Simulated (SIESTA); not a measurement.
## Hf3Ge2: band structure with PBEsol

The system is Hf3Ge2.

```
Hf Ge
1.0
     7.10041    0.00000    0.00000
     0.00000    7.10041    0.00000
     0.00000    0.00000    3.70112
Hf Ge
6 4
Direct
  0.32996 0.17004 0.50000
  0.67004 0.82996 0.50000
  0.82996 0.32996 0.50000
  0.17004 0.67004 0.50000
  0.50000 0.50000 0.00000
  0.00000 0.00000 0.00000
  0.86946 0.63054 0.00000
  0.13054 0.36946 0.00000
  0.36946 0.86946 0.00000
  0.63054 0.13054 0.00000
```

The cell comes from a database or a generator and needn't be the stable form of this composition.

| Quantity | Value |
| --- | --- |
| Program | SIESTA 5.4.2 |
| Task | band structure |
| Functional | PBEsol |
| Potentials or basis | PseudoDojo 0.4 standard (PBEsol files) |
| Basis | DZP (energy shift 0.003 Ry; two zetas on semicore shells) |
| Grid cutoff | 800 Ry |
| Energy shift | 0.003 Ry |
| k mesh | 4 × 4 × 7 |
| Occupations | fermi-dirac, width 0.05 eV |
| Spin | no spin polarisation |

* Pressure: -1.3 GPa
* Largest force: 0.133 eV/Å
* Band gap on the k mesh: none (metal or under the smearing width)

Forces on the atoms (eV/Å):
```
Hf  -0.063  0.063  0.000
Hf   0.063 -0.063  0.000
Hf  -0.063 -0.063  0.000
Hf   0.063  0.063  0.000
Hf   0.000  0.000  0.000
Hf   0.000  0.000  0.000
Ge  -0.094  0.094  0.000
Ge   0.094 -0.094  0.000
Ge  -0.094 -0.094  0.000
Ge   0.094  0.094  0.000
```

Stress tensor (GPa, compression positive):
```
-0.83  0.00  0.00
 0.00 -0.83  0.00
 0.00  0.00 -2.18
```

Levels at the corners of the path, in eV from the Fermi level:
| point | band 60 | band 61 | band 62 | band 63 | band 64 | band 65 | band 66 | band 67 | band 68 | band 69 |
| --- | --- | --- | --- | --- | --- | --- | --- | --- | --- | --- |
| Γ | -0.64 | -0.64 | -0.42 | -0.06 | 0.08 | 0.86 | 1.29 | 1.39 | 1.39 | 1.82 |
| X | -1.37 | -0.49 | -0.49 | 0.58 | 0.58 | 0.89 | 0.89 | 1.35 | 1.35 | 1.81 |
| M | -0.79 | -0.51 | -0.51 | -0.26 | -0.26 | 0.21 | 0.21 | 1.33 | 1.33 | 1.89 |
| Γ | -0.64 | -0.64 | -0.42 | -0.06 | 0.08 | 0.86 | 1.29 | 1.39 | 1.39 | 1.82 |
| Z | -1.31 | -0.65 | -0.13 | 0.10 | 0.10 | 0.24 | 0.26 | 0.70 | 0.70 | 0.94 |
| R | -1.42 | -1.14 | -1.14 | -0.44 | -0.44 | -0.12 | -0.12 | 2.13 | 2.13 | 2.85 |
| A | -1.51 | -1.19 | -1.19 | -0.60 | -0.60 | -0.54 | -0.54 | 2.18 | 2.18 | 3.57 |
| Z | -1.31 | -0.65 | -0.13 | 0.10 | 0.10 | 0.24 | 0.26 | 0.70 | 0.70 | 0.94 |
| X | -1.37 | -0.49 | -0.49 | 0.58 | 0.58 | 0.89 | 0.89 | 1.35 | 1.35 | 1.81 |
| R | -1.42 | -1.14 | -1.14 | -0.44 | -0.44 | -0.12 | -0.12 | 2.13 | 2.13 | 2.85 |
| M | -0.79 | -0.51 | -0.51 | -0.26 | -0.26 | 0.21 | 0.21 | 1.33 | 1.33 | 1.89 |
| A | -1.51 | -1.19 | -1.19 | -0.60 | -0.60 | -0.54 | -0.54 | 2.18 | 2.18 | 3.57 |

Wall time 9.2 min on 1 thread of Arm Neoverse V1, on a shared host, peak memory 1.3 GiB.

Caveat: short orbitals over semicore shells can move pressures by several GPa; spin-orbit coupling is left out, which moves the levels of the heavy elements; the basis of atomic orbitals isn't converged, which shifts pressures, moduli and gaps.
